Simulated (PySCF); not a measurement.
# Tl2 (triplet): changing the method

Starting from one script, swap the method and compare what comes out for Tl2 (triplet).

Computed with PySCF 2.14.0. Level: method and basis as typed in the scripts.

8 further runs of the same task are left out: 2 for a known fault of the program, 6 that didn't finish.

## 1. The starting structure

Tl2 (triplet): 2 atoms, charge 0, spin multiplicity 3.

Bond lengths: Tl1–Tl2 2.860 Å.

## 2. Base script

input.py reads:

```python
from pyscf import gto, scf

mol = gto.M(
    atom='Tl 0 0 0; Tl 0 0 2.86',
    basis='crenbl',
    ecp={'Tl': 'crenbl'},
    charge=0,
    spin=2,
    verbose=4,
)
mf = scf.UHF(mol)
mf.kernel()
mf.dip_moment()
print('orbital energies (hartree):', [e[max(0, n-3):n+3].round(4) for e, n in zip(mf.mo_energy, mol.nelec)])
```

Run with:

```sh
$ OMP_NUM_THREADS=1 python input.py
```

## 3. Mn15l (UKS)

Run 1 changes functional: none (Hartree–Fock) → mn15l; SCF type: UHF → UKS; step after the SCF: none → analyze.

input.py: that of step 2 with these lines changed.

```diff
@@ -1,2 +1,2 @@
-from pyscf import gto, scf
+from pyscf import gto, dft
 
@@ -10,4 +10,5 @@
 )
-mf = scf.UHF(mol)
+mf = dft.UKS(mol, xc='mn15l')
 mf.kernel()
+mf.mulliken_pop()
 mf.dip_moment()
```

## 4. Blyp (UKS)

Run 2 changes functional: none (Hartree–Fock) → blyp; SCF type: UHF → UKS; step after the SCF: none → analyze.

input.py: that of step 2 with these lines changed.

```diff
@@ -1,2 +1,2 @@
-from pyscf import gto, scf
+from pyscf import gto, dft
 
@@ -10,4 +10,5 @@
 )
-mf = scf.UHF(mol)
+mf = dft.UKS(mol, xc='blyp')
 mf.kernel()
+mf.mulliken_pop()
 mf.dip_moment()
```

## 5. Gradient

Run 3 changes step after the SCF: none → gradient.

input.py: that of step 2 with these lines changed.

```diff
@@ -12,2 +12,3 @@
 mf.kernel()
+mf.nuc_grad_method().kernel()
 mf.dip_moment()
```

What does the calculation give? Wanted: for each run, E(SCF); from base; gap, α spin.

**Answer**, as computed:

| run | E(SCF) (hartree) | from base (eV) | cycles | gap, α spin (eV) |
| --- | --- | --- | --- | --- |
| base | -100.159642 | 0 | 10 | 5.12 |
| mn15l (UKS) | -101.457574 | not comparable | 10 | 0.43 |
| blyp (UKS) | -103.416219 | not comparable | 9 | 0.17 |
| gradient | -100.159642 | 0.0000 | 10 | 5.12 |

What this shows: Total energies of different functionals can't be compared with each other; differences within one functional can. The dearest run is “mn15l (UKS)”, at 7.6 s against 1.1 s.
